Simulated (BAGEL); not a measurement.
# C2H9NSi (SMILES CN(C)[SiH3]) at RI-MP2/6-31G(d) (density fitting with cc-pvqz-jkfit, spherical functions)

What is the energy change on altering one bond length of C2H9NSi at RI-MP2/6-31G* (density fitting with cc-pvqz-jkfit, spherical functions)? 

The results are computed with BAGEL 1.2.2.

**1. The structure to begin with**

The species is C2H9NSi (13 atoms), meant as a singlet with charge 0. As SMILES, `CN(C)[SiH3]`. The coordinates come from a PBE0-D4/def2-TZVP relaxation.

Bond lengths: C1–N2 1.442 Å, N2–C3 1.442 Å, N2–Si4 1.717 Å, C1–H5 1.101 Å, C1–H6 1.097 Å, C1–H7 1.092 Å, C3–H8 1.097 Å, C3–H9 1.101 Å, C3–H10 1.092 Å, Si4–H11 1.497 Å, Si4–H12 1.487 Å, Si4–H13 1.487 Å. Some angles: C1–N2–C3 113.7°, C1–N2–Si4 120.9°, C3–N2–Si4 120.9°, N2–C1–H5 112.8°, N2–C1–H6 110.4°, N2–C1–H7 110.5°, N2–C3–H8 110.4°, N2–C3–H9 112.8°, N2–C3–H10 110.5°, N2–Si4–H11 115.3°.

**2. The energy at RI-MP2/6-31G(d) (density fitting with cc-pvqz-jkfit, spherical functions)**

File calc.json:

```json
{ "bagel": [

{
  "title": "molecule",
  "basis": "6-31gs.json",
  "df_basis": "cc-pvqz-jkfit",
  "angstrom": true,
  "geometry": [
    { "atom": "C", "xyz": [   -0.853400,    1.051500,   -0.567400 ] },
    { "atom": "N", "xyz": [   -0.064300,    0.101400,    0.176900 ] },
    { "atom": "C", "xyz": [    1.257300,    0.576800,    0.503700 ] },
    { "atom": "Si", "xyz": [   -0.404400,   -1.580400,    0.101900 ] },
    { "atom": "H", "xyz": [   -0.416100,    1.292500,   -1.548500 ] },
    { "atom": "H", "xyz": [   -0.947500,    1.991500,   -0.009400 ] },
    { "atom": "H", "xyz": [   -1.860700,    0.663700,   -0.735400 ] },
    { "atom": "H", "xyz": [    1.197400,    1.509100,    1.079000 ] },
    { "atom": "H", "xyz": [    1.870100,    0.778300,   -0.388400 ] },
    { "atom": "H", "xyz": [    1.787100,   -0.156700,    1.115700 ] },
    { "atom": "H", "xyz": [    0.068700,   -2.275300,   -1.137100 ] },
    { "atom": "H", "xyz": [   -1.879700,   -1.752300,    0.167000 ] },
    { "atom": "H", "xyz": [    0.265600,   -2.234700,    1.256700 ] }
  ]
},
{ "title": "hf" },
{ "title": "mp2", "ncore": 8 }

]}
```

The basis set 6-31G* is read from a file made from the Basis Set Exchange's data (not shown).

Run with:

```sh
$ BAGEL_NUM_THREADS=1 BAGEL calc.json > calc.out
```

The log of the run:

```text
* using 1 threads per process

  ===============================================================
  ===============================================================

  *** Geometry ***

  { "atom" : "C", "xyz" : [     -1.612692,      1.987047,     -1.072231 ] },
  { "atom" : "N", "xyz" : [     -0.121509,      0.191618,      0.334293 ] },
  { "atom" : "C", "xyz" : [      2.375953,      1.089994,      0.951855 ] },
  { "atom" : "Si", "xyz" : [     -0.764205,     -2.986523,      0.192563 ] },
  { "atom" : "H", "xyz" : [     -0.786315,      2.442471,     -2.926241 ] },
  { "atom" : "H", "xyz" : [     -1.790516,      3.763390,     -0.017763 ] },
  { "atom" : "H", "xyz" : [     -3.516213,      1.254211,     -1.389705 ] },
  { "atom" : "H", "xyz" : [      2.262758,      2.851786,      2.039014 ] },
  { "atom" : "H", "xyz" : [      3.533977,      1.470774,     -0.733970 ] },
  { "atom" : "H", "xyz" : [      3.377130,     -0.296120,      2.108367 ] },
  { "atom" : "H", "xyz" : [      0.129824,     -4.299694,     -2.148808 ] },
  { "atom" : "H", "xyz" : [     -3.552118,     -3.311367,      0.315584 ] },
  { "atom" : "H", "xyz" : [      0.501911,     -4.222971,      2.374819 ] },

  Number of auxiliary basis functions:      925

  Since a DF basis is specified, we compute 2- and 3-index integrals:
    o Being stored without compression. Storage requirement is 0.045 GB

  Number of basis functions:       78
  Number of electrons      :       42

    * METHOD: MOLECULE                             0.78

  *** RHF ***

  === Nuclear Repulsion ===
   180.6352916615

      * DIIS with orbital gradients will be used.

  === RHF iteration (6-31gs.json) ===
      0       -424.17711333          0.01777748           0.12
      1       -424.29037899          0.00988579           0.11
      2       -424.33033442          0.00195131           0.11
      3       -424.33234334          0.00027366           0.11
      4       -424.33238370          0.00006793           0.11
      5       -424.33238692          0.00001117           0.11
      6       -424.33238707          0.00000321           0.11
      7       -424.33238709          0.00000123           0.11
      8       -424.33238709          0.00000022           0.11
      9       -424.33238709          0.00000006           0.17
     10       -424.33238709          0.00000002           0.11
     11       -424.33238709          0.00000001           0.11
    * SCF iteration converged.

    * Permanent dipole moment:
           (   -0.132733,    -0.331732,     0.114752) a.u.

    * METHOD: HF                                   1.62

  *** RHF ***

  === Nuclear Repulsion ===
   180.6352916615

      * DIIS with orbital gradients will be used.

  === RHF iteration (6-31gs.json) ===
      0       -424.33238709          0.00000000           0.11
    * SCF iteration converged.

    * Permanent dipole moment:
           (   -0.132733,    -0.331731,     0.114751) a.u.

  === DF-MP2 calculation ===

    * freezing 8 orbitals
    * 3-index integral transformation done
    * assembly done

      MP2 correlation energy:   -0.5014132831      0.06

      MP2 total energy:       -424.8338003753

    * METHOD: MP2                                  0.30

  ===============================================================
```

Wall time 3 s (1 thread of Intel Xeon 6975P-C (Granite Rapids), shared host); peak memory 0.18 GiB.

**3. The distorted shape at the same level**

File job.json:

```json
{ "bagel": [

{
  "title": "molecule",
  "basis": "6-31gs.json",
  "df_basis": "cc-pvqz-jkfit",
  "angstrom": true,
  "geometry": [
    { "atom": "C", "xyz": [   -1.159777,    0.950758,   -0.121384 ] },
    { "atom": "N", "xyz": [   -0.370677,    0.000658,    0.622916 ] },
    { "atom": "C", "xyz": [    0.950923,    0.476058,    0.949716 ] },
    { "atom": "Si", "xyz": [   -0.710777,   -1.681142,    0.547916 ] },
    { "atom": "H", "xyz": [   -0.722477,    1.191758,   -1.102484 ] },
    { "atom": "H", "xyz": [   -1.253877,    1.890758,    0.436616 ] },
    { "atom": "H", "xyz": [   -2.167077,    0.562958,   -0.289384 ] },
    { "atom": "H", "xyz": [    0.891023,    1.408358,    1.525016 ] },
    { "atom": "H", "xyz": [    1.870100,    0.778300,   -0.388400 ] },
    { "atom": "H", "xyz": [    1.480723,   -0.257442,    1.561716 ] },
    { "atom": "H", "xyz": [   -0.237677,   -2.376042,   -0.691084 ] },
    { "atom": "H", "xyz": [   -2.186077,   -1.853042,    0.613016 ] },
    { "atom": "H", "xyz": [   -0.040777,   -2.335442,    1.702716 ] }
  ]
},
{
  "title": "hf"
},
{
  "title": "mp2",
  "ncore": 8
}

]}
```

The basis set 6-31G* is read from a file made from the Basis Set Exchange's data (not shown).

Run with:

```sh
$ BAGEL_NUM_THREADS=1 BAGEL job.json > job.out
```

The log of the run:

```text
* using 1 threads per process

  ===============================================================
  ===============================================================

  *** Geometry ***

  { "atom" : "C", "xyz" : [     -2.191661,      1.796672,     -0.229383 ] },
  { "atom" : "N", "xyz" : [     -0.700478,      0.001243,      1.177141 ] },
  { "atom" : "C", "xyz" : [      1.796984,      0.899619,      1.794703 ] },
  { "atom" : "Si", "xyz" : [     -1.343174,     -3.176898,      1.035411 ] },
  { "atom" : "H", "xyz" : [     -1.365284,      2.252096,     -2.083393 ] },
  { "atom" : "H", "xyz" : [     -2.369484,      3.573015,      0.825085 ] },
  { "atom" : "H", "xyz" : [     -4.095182,      1.063836,     -0.546857 ] },
  { "atom" : "H", "xyz" : [      1.683789,      2.661411,      2.881863 ] },
  { "atom" : "H", "xyz" : [      3.533977,      1.470774,     -0.733970 ] },
  { "atom" : "H", "xyz" : [      2.798161,     -0.486495,      2.951216 ] },
  { "atom" : "H", "xyz" : [     -0.449144,     -4.490069,     -1.305959 ] },
  { "atom" : "H", "xyz" : [     -4.131087,     -3.501742,      1.158432 ] },
  { "atom" : "H", "xyz" : [     -0.077057,     -4.413346,      3.217667 ] },

  Number of auxiliary basis functions:      925

  Since a DF basis is specified, we compute 2- and 3-index integrals:
    o Being stored without compression. Storage requirement is 0.045 GB

  Number of basis functions:       78
  Number of electrons      :       42

    * METHOD: MOLECULE                             0.96

  *** RHF ***

  === Nuclear Repulsion ===
   178.8374859531

      * DIIS with orbital gradients will be used.

  === RHF iteration (6-31gs.json) ===
      0       -424.09916763          0.01748583           0.11
      1       -424.20725206          0.01019184           0.11
      2       -424.25054393          0.00204231           0.11
      3       -424.25289891          0.00029637           0.11
      4       -424.25295492          0.00010039           0.11
      5       -424.25296379          0.00002107           0.11
      6       -424.25296441          0.00000641           0.11
      7       -424.25296445          0.00000244           0.12
      8       -424.25296445          0.00000058           0.11
      9       -424.25296445          0.00000025           0.11
     10       -424.25296445          0.00000006           0.11
     11       -424.25296445          0.00000002           0.10
     12       -424.25296445          0.00000001           0.10
    * SCF iteration converged.

    * Permanent dipole moment:
           (    0.233868,    -0.187919,    -0.171025) a.u.

    * METHOD: HF                                   1.68

  *** RHF ***

  === Nuclear Repulsion ===
   178.8374859531

      * DIIS with orbital gradients will be used.

  === RHF iteration (6-31gs.json) ===
      0       -424.25296445          0.00000000           0.10
    * SCF iteration converged.

    * Permanent dipole moment:
           (    0.233868,    -0.187919,    -0.171025) a.u.

  === DF-MP2 calculation ===

    * freezing 8 orbitals
    * 3-index integral transformation done
    * assembly done

      MP2 correlation energy:   -0.5101232923      0.07

      MP2 total energy:       -424.7630877440

    * METHOD: MP2                                  0.29

  ===============================================================
```

Run time: 3.3 s. Hardware: 1 thread of Intel Xeon 6975P-C (Granite Rapids), shared host; peak memory 0.18 GiB.

**4. Outcome**

At RI-MP2/6-31G* (density fitting with cc-pvqz-jkfit, spherical functions), 8 core orbitals frozen:

```
                                                         quantity          value
                                        first shape: total energy  -424.83380 Eh
         first shape: correlation energy (8 core orbitals frozen)     -501.4 mEh
                                    distorted shape: total energy  -424.76309 Eh
     distorted shape: correlation energy (8 core orbitals frozen)     -510.1 mEh
energy change with the C3–H9 bond stretched from 1.101 to 1.651 Å       1.924 eV
```

In words: One bond (distorted shape) is far stretched, which a spin-restricted single reference describes badly; perturbation theory on it can break down and give far too much correlation. With the C3–H9 bond stretched from 1.101 to 1.651 Å the energy rises by 1.92 eV (186 kJ/mol). The first shape isn't relaxed at this level, so the change isn't measured from a minimum. A restricted reference can't describe the breaking bond well at this length.
